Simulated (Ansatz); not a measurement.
# BrClH4Si: the cost of one run

Method: RHF/def2-SVP, in Ansatz 0.2.0.

## 1. The system as given

Bond lengths: Si1–Cl3 2.130 Å, Si1–H4 1.459 Å, Si1–H5 1.459 Å, Si1–Br6 2.610 Å, Cl3–Br6 2.649 Å. Angles: Si1–Cl3–Br6 65.1°, Cl3–Si1–H4 109.5°, Cl3–Si1–H5 109.5°, Cl3–Si1–Br6 67.1°, H4–Si1–H5 109.5°, H4–Si1–Br6 72.9°, H5–Si1–Br6 176.5°, Si1–Br6–Cl3 47.8°.

As a file:

```xyz
7

Si    0.0000    0.0000    0.0000
H     0.0000    0.0000    1.8100
Cl    2.0086    0.0000   -0.7093
H    -0.6877    1.1914   -0.4862
H    -0.6877   -1.1914   -0.4862
Br    1.3688    2.0643    0.8230
H     0.5179    0.7810    1.9196
```

## 2. Pulling towards end A

Springs on the bonds that form and break draw the guess towards this end; the thresholds are loose.

File input.yaml:

```yaml
crystal:
  periodic: [false, false, false]
  atoms:
    - { symbol: Si, position_ang: [0.0, 0.0, 0.0] }
    - { symbol: H, position_ang: [0.0, 0.0, 1.81] }
    - { symbol: Cl, position_ang: [2.0086, 0.0, -0.7093] }
    - { symbol: H, position_ang: [-0.6877, 1.1914, -0.4862] }
    - { symbol: H, position_ang: [-0.6877, -1.1914, -0.4862] }
    - { symbol: Br, position_ang: [1.3688, 2.0643, 0.823] }
    - { symbol: H, position_ang: [0.5179, 0.781, 1.9196] }
basis:
  gaussian: { orbitals: def2-SVP }
hamiltonian:
  xc: hf
relax:
  f_tol: 0.15
  max_steps: 25
  restrain:
    - { distance: [0, 5], at: 3.51, k: 30.0 }
    - { distance: [6, 1], at: 1.86, k: 30.0 }
    - { distance: [0, 1], at: 1.46, k: 30.0 }
    - { distance: [6, 5], at: 1.55, k: 30.0 }
```

Launch:

```sh
$ ansatz run input.yaml --threads 1 --pin off --max-ram 2048MiB --backend cpu --events-out ev --progress --plain --runs-dir out
```

Q: Estimate wall time and peak memory on 1 thread of Intel Xeon 6975P-C (Granite Rapids), shared host.

About 11 s, with a peak of 0.2 GiB.
